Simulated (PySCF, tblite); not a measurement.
# BH11O3Si4, a small molecule taken as a stand-in for a surface group (silicon-backed Si): NMR shifts, core binding energies and electronic excitations

Aim: the NMR shifts, core binding energies and electronic excitations of `OB(O)O[Si]([SiH3])([SiH3])[SiH3]`.

Computed with tblite 0.8.0 and PySCF 2.14.0; each step states its level. No surroundings beyond the atoms listed, unless a continuum is named. Atoms count from 0, parts from 1.

## 1. Starting point

19 atoms, charge 0, multiplicity 1; geometry: distance geometry start.

## 2. Geometry optimisation with GFN2-xTB

The job: settings as JSON, then the geometry in Å.

```
{"job": {"kind": "relax", "xc": "GFN2-xTB", "basis": "xTB"}, "charge": 0, "multiplicity": 1}
Si    -0.204317    -1.367826    -1.520376
Si    -0.429612     0.011883     0.215472
Si    -0.630249     2.145475    -0.453201
Si    -2.413746    -0.515179     1.149861
O      0.738063    -0.193816     1.407529
B      2.073552    -0.158773     0.784996
O      2.835562    -1.398910     0.913894
O      2.799695     1.078769     0.921931
H     -1.488575    -1.349535    -2.205310
H      0.849470    -0.914056    -2.436200
H      0.077821    -2.752289    -1.076356
H     -0.251567     2.968915     0.707790
H      0.265241     2.474049    -1.574796
H     -2.035078     2.397959    -0.812428
H     -3.438057    -0.322760     0.058619
H     -2.353808    -1.935204     1.489528
H     -2.609773     0.367090     2.278711
H      2.957575    -1.873011     0.060948
H      3.283485     1.323830     0.077823
```

Method: GFN2-xTB geometry optimisation, gas phase.

On the command line:

```console
OMP_NUM_THREADS=1 python cluster_run.py task.json out
```

This one command runs all jobs of the session in turn.

**Question.** The jobs that follow are: PBE0-D3(BJ)/def2-SVP geometry optimisation, gas phase; GIAO PBE0/pcSseg-1 NMR shielding, non-relativistic, gas phase; delta-SCF UKS SCAN, pcX-2 on the ionised atom, pcseg-1 elsewhere, spin-free X2C; TDDFT CAM-B3LYP/def2-SVPD, vertical, gas phase, core orbitals frozen in the response. Predict: point group; rotational constants (main isotopes); $^{1}$H shifts against TMS (PBE0/pcSseg-1); $^{29}$Si shifts against TMS (PBE0/pcSseg-1); $^{17}$O shifts against H2O (PBE0/pcSseg-1); $^{11}$B shifts against BF3·OEt2 (PBE0/pcSseg-1); Si2p binding energies, SCAN/pcX-2; O1s binding energies, SCAN/pcX-2 (standing for 1 of 3 atoms); lowest singlet (CAM-B3LYP/def2-SVPD); brightest single state of those computed; lowest triplet; vertical ionisation energy (ΔSCF).

As calculated:

```
                                                    quantity                                                                 value
                                                 point group                                                                    C1
                        rotational constants (main isotopes)                                                  0.99, 0.63, 0.61 GHz
                  $^{1}$H shifts against TMS (PBE0/pcSseg-1)  4.02, 4.02, 3.87, 3.83, 3.76, 3.75, 3.37, 3.37, 3.29, 3.13, 3.05 ppm
                $^{29}$Si shifts against TMS (PBE0/pcSseg-1)                                        0.9, -99.8, -102.6, -102.9 ppm
                 $^{17}$O shifts against H2O (PBE0/pcSseg-1)                                                  91.2, 87.2, 49.6 ppm
            $^{11}$B shifts against BF3·OEt2 (PBE0/pcSseg-1)                                                              18.2 ppm
                           Si2p binding energies, SCAN/pcX-2                     Si1 106.70, Si3 106.52, Si0 106.48, Si2 106.37 eV
O1s binding energies, SCAN/pcX-2 (standing for 1 of 3 atoms)                                                          O4 537.92 eV
                        lowest singlet (CAM-B3LYP/def2-SVPD)                                           5.80 eV (214 nm), f = 0.020
                    brightest single state of those computed                                           state 6, 6.91 eV, f = 0.203
                                              lowest triplet                                                               5.19 eV
                           vertical ionisation energy (ΔSCF)                                                               9.32 eV
```

What this shows: Over 8 steps the energy fell by 0.426 eV; of the close pairs, Si0–H10 changed most, 1.447 to 1.496 Å (PBE0/def2-SVP). At PBE0/pcSseg-1: Shielding is most anisotropic at Si1 (span 218 ppm, paramagnetic term -530 ppm). The Si2p levels kept as sound span 0.33 eV, from Si2 (silicon bonded to Si, 3 H) up to Si1 (silicon bonded to O, 3 Si). The lowest singlet, at 5.80 eV, is HOMO→LUMO 0.70, HOMO→LUMO+1 0.21 and is weak; of the 6 states computed, the strongest absorption comes from states 5 to 6 together at 6.91 eV (the last computed, so partners may be missing). The lowest triplet lies 0.61 eV below the lowest singlet (triplets in Tamm-Dancoff, singlets in full TDDFT). ΔSCF puts the ionisation energy at 9.32 eV, 0.52 eV above −ε(HOMO). A capped cluster stands for the solid here, so long-range fields and strain are missing, and bands or shifts of the capping hydrogens have no counterpart in it.
